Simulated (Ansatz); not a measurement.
# CdS: the cost of one run

Computed with Ansatz 0.2.0 (DFT PBE, scalar-relativistic, plane waves, PAW, unless a step's input says otherwise).

2 further runs of the same task are left out: 2 set aside as unsound or not needed.

### 1 Starting point

Symmetry: P6_3mc, No. 186, hexagonal system. Conventional cell: a = 4.197 Å, b = 4.197 Å, c = 6.831 Å, α = 90.00°, β = 90.00°, γ = 120.00°. Cd (site symmetry 3m) is surrounded by 4 S at 2.57 Å. S (site symmetry 3m) is surrounded by 4 Cd at 2.57 Å.

Coordinates:

```cif
data_structure
_symmetry_space_group_name_H-M 'P6_3mc'
_symmetry_Int_Tables_number 186
_cell_length_a 4.1973
_cell_length_b 4.1973
_cell_length_c 6.8307
_cell_angle_alpha 90.000
_cell_angle_beta 90.000
_cell_angle_gamma 120.000
_cell_volume 104.22
loop_
_atom_site_label
_atom_site_type_symbol
_atom_site_symmetry_multiplicity
_atom_site_Wyckoff_symbol
_atom_site_fract_x
_atom_site_fract_y
_atom_site_fract_z
_atom_site_occupancy
Cd1 Cd 2 b 0.66667 0.33333 0.50026 1
S1 S 2 b 0.66667 0.33333 0.87674 1
```

It goes back to an entry of the Materials Project.

It is the result of an earlier relaxation at this level (volume 26.05 Å³/atom; gap on the mesh: 1.11 eV).

### 2 Band edges and mean potential of the bulk

Input file input.yaml:

```yaml
crystal:
  lattice:
    - [4.1973182988, 0.0, 0.0]
    - [-2.0986591494, 3.6349842746, 0.0]
    - [0.0, 0.0, 6.8307328054]
  atoms:
    - { symbol: Cd, position: [0.6666666667, 0.3333333333, 0.5002556782] }
    - { symbol: Cd, position: [0.3333333333, 0.6666666667, 0.0002556782] }
    - { symbol: S, position: [0.6666666667, 0.3333333333, 0.8767443218] }
    - { symbol: S, position: [0.3333333333, 0.6666666667, 0.3767443218] }
basis:
  ecutwfc: 420
kpoints:
  mp_grid: { grid: [6, 6, 4] }
  band_path: { path: [VBM, CBM], npoints: 2 }
hamiltonian:
  xc: pbe
scf:
  occupations: { method: gaussian, width: 0.02 }
output:
  forces: true
  stress: true
  eigenvalues: true
```

Command:

```bash
$ ansatz run input.yaml --threads 8 --pin off --max-ram 20480MiB --backend cpu --events-out ev --progress --plain --runs-dir out
```

Q: Estimate wall time and peak memory on 8 threads of Arm Neoverse V2, shared host.

About 2.3 s, with a peak of 0.47 GiB.
